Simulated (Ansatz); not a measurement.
# BrH4InN2: small, medium and large basis sets

One table from this session's results is given with a row withheld; the runs are named, their logs left out.

Program: Ansatz 0.2.0, Gaussian basis. Level of theory: one geometry, several basis sets. These are calculated values, not measurements.

Plan: PBE0-D4/def2-SVP; ωB97M-V/def2-SVP; PBE0-D4/def2-QZVPP; ωB97M-V/def2-QZVPP; the functionals' def2-TZVPP values are taken from earlier runs.

1 further run of the same task is left out (for a known fault of the program).

### The geometry

The geometry comes from an earlier relaxation with PBE0-D4 in a triple-zeta def2 set; it is a stationary point, not always the lowest conformer. In takes the def2 core potential; no spin-orbit term is included.

SMILES `[NH2][In]([NH2])[Br]`, 8 atoms, charge 0, spin multiplicity 1.

Atoms are counted from 1 here; the program's logs count them from 0.

Bond lengths: N1–In2 2.010 Å, N1–H5 1.010 Å, N1–H6 1.010 Å, In2–N3 2.010 Å, In2–Br4 2.474 Å, N3–H7 1.010 Å, N3–H8 1.010 Å. Angles: In2–N1–H5 114.7°, In2–N1–H6 117.0°, H5–N1–H6 109.1°, N1–In2–N3 127.7°, N1–In2–Br4 115.6°, N3–In2–Br4 115.6°, In2–N3–H7 114.7°, In2–N3–H8 117.0°, H7–N3–H8 109.1°.

The first run:

Input file in.yaml:

```yaml
crystal:
  periodic: [false, false, false]
  atoms:
    - {symbol: N, position_ang: [-0.806918, 1.671640, 0.052364]}
    - {symbol: In, position_ang: [-0.187457, -0.199516, -0.342154]}
    - {symbol: N, position_ang: [0.818531, -1.443164, 0.875185]}
    - {symbol: Br, position_ang: [-1.147923, -1.237115, -2.372700]}
    - {symbol: H, position_ang: [-1.123111, 2.190585, -0.754911]}
    - {symbol: H, position_ang: [-0.188237, 2.254429, 0.598480]}
    - {symbol: H, position_ang: [1.200058, -2.261222, 0.421102]}
    - {symbol: H, position_ang: [1.527158, -1.032736, 1.466835]}
basis:
  gaussian: {orbitals: def2-SVP}
hamiltonian: {xc: pbe0, dispersion: d4}
output: {orbitals: {seedname: orbitals}}
```

The run is started by

```bash
$ ansatz run in.yaml --threads 2 --pin off --events-out ev --progress --plain --max-ram 32768MiB --backend cpu
```

Steps of the session up to this table: PBE0-D4 in def2-SVP; ωB97M-V in def2-SVP; PBE0-D4 in def2-QZVPP; ωB97M-V in def2-QZVPP.

One of the session's tables, all rows but one given; the rest of the session is left out.

It belongs to the step «Functionals by basis». 

| functional | basis | HOMO (eV) |
| --- | --- | --- |
| PBE0-D4 | def2-SVP | -7.05 |
| PBE0-D4 | def2-TZVPP | ? |
| PBE0-D4 | def2-QZVPP | -7.40 |
| ωB97M-V | def2-SVP | -9.36 |
| ωB97M-V | def2-TZVPP | -9.67 |
| ωB97M-V | def2-QZVPP | -9.73 |

**Question.** Estimate the row for PBE0-D4, def2-TZVPP.

The run gave: HOMO (eV): -7.34. In the column «HOMO (eV)» it lies between PBE0-D4, def2-QZVPP (-7.40) and PBE0-D4, def2-SVP (-7.05).
